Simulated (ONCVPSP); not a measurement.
# Cu: the cost of one run

Method: ONCVPSP 4.0.1.1 (patched build), PBEsol, scalar-relativistic.

**1. The design**

Typed settings, in words:

| Quantity | Value |
| --- | --- |
| element | copper (Cu, Z = 29) |
| type | optimised norm-conserving Vanderbilt (ONCV) |
| frozen core | [Ne] |
| valence charge | 19 |
| reference configuration | 3s2 3p6 3d10 4s1 |
| partial waves | 3s+4s: rc 1.35 bohr, ncon 4, nbas 7, qcut 11.3 1/bohr, 3 projectors, debl 2.3 Ha; 3p: rc 1.05 bohr, ncon 4, nbas 7, qcut 11.5 1/bohr, 1 projector; 3d: rc 0.90 bohr, ncon 3, nbas 8, qcut 14.6 1/bohr, local |
| local potential | the d channel |
| core correction | Teter function, fcfact 3.75, rcfact 1.8 |

The outer shells as boxes (Hund's rule for the drawing; the calculation is spin-unpolarised):

```
[Ne] core
3s [↑↓]
3p [↑↓][↑↓][↑↓]
3d [↑↓][↑↓][↑↓][↑↓][↑↓]
4s [↑ ]
```

**2. Generation**

Input file Cu.dat:

```
# ATOM AND REFERENCE CONFIGURATION
# atsym  z   nc   nv     iexc    psfile
  Cu 29.00    3    4  -116133      upf
#
#   n    l    f
    1    0    2.00
    2    0    2.00
    2    1    6.00
    3    0    2.00
    3    1    6.00
    3    2   10.00
    4    0    1.00
#
# PSEUDOPOTENTIAL AND OPTIMIZATION
# lmax
    2
#
#   l,   rc,      ep,       ncon, nbas, qcut
    0    1.35    0.00    4    7   11.30
    1    1.05    0.00    4    7   11.50
    2    0.90    0.00    3    8   14.60
#
# LOCAL POTENTIAL
# lloc, lpopt,  rc(5),   dvloc0
    2    5    0.90    0.00
#
# VANDERBILT-KLEINMAN-BYLANDER PROJECTORs
# l, nproj, debl
    0    3    2.30
    1    1    0.70
    2    0    3.70
#
# MODEL CORE CHARGE
# icmod, fcfact, rcfact
    3    3.75    1.80
#
# LOG DERIVATIVE ANALYSIS
# epsh1, epsh2, depsh
   -6.00    5.00    0.04
#
# OUTPUT GRID
# rlmax, drl
    6.00    0.01
#
# TEST CONFIGURATIONS
# ncnf
    4
# nvcnf
#   n    l    f
    4
    3    0    2.00
    3    1    6.00
    3    2   10.00
    4    0    0.00
#
    4
    3    0    2.00
    3    1    6.00
    3    2    9.00
    4    0    0.00
#
    4
    3    0    2.00
    3    1    6.00
    3    2    8.00
    4    0    0.00
#
    4
    3    0    2.00
    3    1    6.00
    3    2    7.00
    4    0    0.00
#
```

Command:

```
$ oncvpsp.x < Cu.dat > Cu.out
```

**Question.** How long does this run take on 1 thread of Neoverse-N1, shared host?

About 3.8 s.
